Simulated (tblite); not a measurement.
# C4H11AsB2O: the cost of one run

Computed with tblite 0.8.0 and PySCF 2.14.0, with density-fitted response routines of our own, on a single molecule in the gas phase. Atoms count from 0, in the outputs and in this text.

**1. The starting structure**

19 atoms, charge 0, multiplicity 1; geometry from: force field or distance geometry start.

Bonds of the start (Å): B0–As1 2.04, As1–C2 2.00, C2–C3 1.50, C3–C4 1.35, C4–B5 1.58, C4–O6 1.41, O6–C7 1.43, B0–H8 1.18, B0–H9 1.19, As1–H10 1.56, C2–H11 1.11, C2–H12 1.12, C3–H13 1.07, B5–H14 1.18, B5–H15 1.18, C7–H16 1.11, C7–H17 1.12, C7–H18 1.11.

**2. Relaxing the molecule with GFN2-xTB**

The job: settings as JSON, then the geometry in Å.

```
{"job": {"kind": "relax", "xc": "GFN2-xTB", "basis": "xTB"}, "charge": 0, "multiplicity": 1}
B     -4.199200    -0.056700    -0.466900
As    -2.644300     0.973200    -1.289400
C     -1.319000     0.166200    -0.032000
C      0.072200     0.536200    -0.456000
C      1.177100     0.135400     0.214000
B      1.100300    -0.765900     1.509100
O      2.412500     0.564100    -0.317800
C      3.688400     0.247400     0.250400
H     -4.129300    -1.224900    -0.303900
H     -5.207500     0.516600    -0.184400
H     -2.398600    -0.126600    -2.372600
H     -1.450900    -0.937900    -0.041200
H     -1.535200     0.561400     0.994700
H      0.203900     1.142600    -1.333800
H      2.084800    -1.091400     2.075700
H      0.069400    -1.124700     1.968300
H      4.478400     0.712700    -0.367300
H      3.833000    -0.862900     0.248100
H      3.754200     0.644500     1.285900
```

The run is started by

```console
> OMP_NUM_THREADS=1 python probes_run.py task.json out
```

This one command runs all jobs of the session in turn.

**Question.** How long does this first job take on 1 thread of Arm Neoverse V2, shared host?

About 1.4 s.
